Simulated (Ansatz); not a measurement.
# ClF2GeH3O2: the cost of one run

All numbers below are computed with Ansatz 0.2.0 (RKS PBE0/def2-SVP).

## 1. The system as given

Bond lengths: Ge1–F2 2.030 Å, Ge1–O3 1.770 Å, O3–H4 1.010 Å, Ge1–Cl5 2.218 Å, Ge1–F6 1.679 Å, Ge1–O7 2.070 Å, O7–H8 1.010 Å. Angles: F2–Ge1–O3 109.4°, F2–Ge1–Cl5 109.5°, F2–Ge1–F6 109.5°, F2–Ge1–O7 71.6°, O3–Ge1–Cl5 109.5°, O3–Ge1–F6 109.5°, O3–Ge1–O7 75.6°, Cl5–Ge1–F6 109.5°, Cl5–Ge1–O7 64.5°, F6–Ge1–O7 173.5°, Ge1–O3–H4 109.5°, Ge1–O7–H8 109.5°.

As a file:

```xyz
9

Ge    0.0000    0.0000    0.0000
F     0.0000    0.0000    2.0300
O     1.6691    0.0000   -0.5894
H     1.9855   -0.9521   -0.7061
Cl   -1.0456    1.8115   -0.7393
F    -0.7913   -1.3709   -0.5594
O     0.7760    1.8046    0.6527
H     1.5670    1.6327    1.2567
H     0.4700    1.0931    1.7453
```

## 2. A restrained relaxation towards end A

Springs on the bonds that form and break draw the guess towards this end; the thresholds are loose.

Input file input.yaml:

```yaml
crystal:
  periodic: [false, false, false]
  atoms:
    - { symbol: Ge, position_ang: [0.0, 0.0, 0.0] }
    - { symbol: F, position_ang: [0.0, 0.0, 2.03] }
    - { symbol: O, position_ang: [1.6691, 0.0, -0.5894] }
    - { symbol: H, position_ang: [1.9855, -0.9521, -0.7061] }
    - { symbol: Cl, position_ang: [-1.0456, 1.8115, -0.7393] }
    - { symbol: F, position_ang: [-0.7913, -1.3709, -0.5594] }
    - { symbol: O, position_ang: [0.776, 1.8046, 0.6527] }
    - { symbol: H, position_ang: [1.567, 1.6327, 1.2567] }
    - { symbol: H, position_ang: [0.47, 1.0931, 1.7453] }
basis:
  gaussian: { orbitals: def2-SVP }
hamiltonian:
  xc: pbe0
relax:
  f_tol: 0.15
  max_steps: 25
  restrain:
    - { distance: [0, 6], at: 2.97, k: 30.0 }
    - { distance: [8, 1], at: 2.12, k: 30.0 }
    - { distance: [0, 1], at: 1.68, k: 30.0 }
    - { distance: [8, 6], at: 1.01, k: 30.0 }
```

Command:

```bash
$ ansatz run input.yaml --threads 4 --pin off --max-ram 5120MiB --backend cpu --events-out ev --progress --plain --runs-dir out
```

What time and memory should one allow on 4 threads of Intel Xeon Platinum 8259CL at 2.50GHz (Skylake/Cascade Lake), shared host?

About 33 s, with a peak of 0.35 GiB.
